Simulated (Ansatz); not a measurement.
**C₃H₉B₂N: one species, many methods**

An exercise on one series of results from a longer session: the logs are not shown, and one member is left open.

Computed with Ansatz 0.2.0, Gaussian basis. Level: functionals in def2-TZVPP, the program's frozen cores in correlated methods.

Plan: PBE-D4, r2SCAN-D4, PBE0-D4, B3LYP-D4, ωB97X-V, ωB97M-V, B2PLYP; CCSD(T)/def2-TZVPP; MP2/def2-QZVPP; extrapolation to the limit.

### Structure used throughout

An earlier PBE0-D4 in a triple-zeta def2 set relaxation fixed the geometry.

15 atoms, charge 0, spin multiplicity 1.

Atoms are counted from 1 here; the program's logs count them from 0.

Bond lengths: B1–C2 1.737 Å, B1–N6 1.579 Å, B1–H7 1.208 Å, B1–H8 1.213 Å, C2–B3 1.499 Å, C2–H9 1.091 Å, C2–H10 1.087 Å, B3–C4 1.585 Å, B3–H11 1.198 Å, C4–C5 1.479 Å, C4–N6 1.285 Å, C5–H12 1.092 Å, C5–H13 1.093 Å, C5–H14 1.094 Å, N6–H15 1.016 Å. Angles: C2–B1–N6 98.6°, C2–B1–H7 111.4°, C2–B1–H8 113.2°, N6–B1–H7 111.7°, N6–B1–H8 108.2°, H7–B1–H8 112.9°, B1–C2–B3 88.5°, B1–C2–H9 100.1°, B1–C2–H10 114.8°, B3–C2–H9 118.6°, B3–C2–H10 119.3°, H9–C2–H10 111.4°, C2–B3–C4 108.8°, C2–B3–H11 128.1°, C4–B3–H11 120.5°, B3–C4–C5 132.7°, B3–C4–N6 103.2°, C5–C4–N6 124.0° and more.

The first run:

Contents of in.yaml:

```yaml
crystal:
  periodic: [false, false, false]
  atoms:
    - {symbol: B, position_ang: [-0.067858, -1.378410, 0.984911]}
    - {symbol: C, position_ang: [1.240312, -0.284184, 1.315160]}
    - {symbol: B, position_ang: [0.375612, 0.837336, 0.824216]}
    - {symbol: C, position_ang: [-0.246630, 0.428480, -0.575567]}
    - {symbol: C, position_ang: [-0.609170, 1.209171, -1.778290]}
    - {symbol: N, position_ang: [-0.483000, -0.827337, -0.435910]}
    - {symbol: H, position_ang: [0.318818, -2.520857, 0.924587]}
    - {symbol: H, position_ang: [-1.010124, -1.237208, 1.734992]}
    - {symbol: H, position_ang: [2.001056, -0.688049, 0.645953]}
    - {symbol: H, position_ang: [1.581601, -0.279734, 2.347397]}
    - {symbol: H, position_ang: [-0.092314, 1.740819, 1.456160]}
    - {symbol: H, position_ang: [-1.044864, 0.592725, -2.567946]}
    - {symbol: H, position_ang: [0.272532, 1.722425, -2.171362]}
    - {symbol: H, position_ang: [-1.321893, 1.991000, -1.500176]}
    - {symbol: H, position_ang: [-0.935875, -1.356979, -1.174726]}
basis:
  gaussian: {orbitals: def2-TZVPP}
hamiltonian: {xc: pbe, dispersion: d4}
output: {forces: true, orbitals: {seedname: orbitals}}
```

Started as:

```
$ ansatz run in.yaml --threads 4 --pin off --events-out ev --progress --plain --max-ram 10444MiB
```

Among the steps run: PBE-D4 (GGA); r2SCAN-D4 (meta-GGA); PBE0-D4 (hybrid); B3LYP-D4 (hybrid); ωB97X-V (range-separated); ωB97M-V (range-separated); B2PLYP (double hybrid); CCSD(T) in def2-TZVPP; MP2 in def2-QZVPP.

One table of the session follows, with a row left open; its other results are not shown here.

It belongs to the step «Atomisation energies». 

| method | atoms, summed (eV) | atomisation energy (kJ/mol) |
| --- | --- | --- |
| PBE-D4 | -6031.043 | 6090.3 |
| r2SCAN-D4 | -6036.917 | 5971.6 |
| PBE0-D4 | ? | ? |
| B3LYP-D4 | -6041.734 | 5961.0 |
| ωB97X-V | -6039.242 | 5945.9 |
| ωB97M-V | -6037.609 | 5964.9 |
| B2PLYP | -6035.725 | 5889.4 |
| HF/def2-TZVPP | -6014.890 | 4428.3 |
| MP2/def2-TZVPP | -6025.236 | 5866.0 |
| CCSD/def2-TZVPP | -6028.469 | 5689.7 |
| CCSD(T)/def2-TZVPP | -6028.768 | 5775.6 |
| MP2/CBS | -6026.975 | 5995.9 |
| CCSD(T)/CBS | -6030.507 | 5905.5 |

**Question.** Estimate the row for PBE0-D4.

**Answer.** atoms, summed (eV): -6032.923; atomisation energy (kJ/mol): 5999.3. In the column «atoms, summed (eV)» it lies between B2PLYP (-6035.725) and PBE-D4 (-6031.043).

To keep in mind: Free atoms (2 B, 3 C, 1 N, 9 H) were run apart at each level; the atomisation energy is their sum less the molecule, without zero-point or spin-orbit terms.
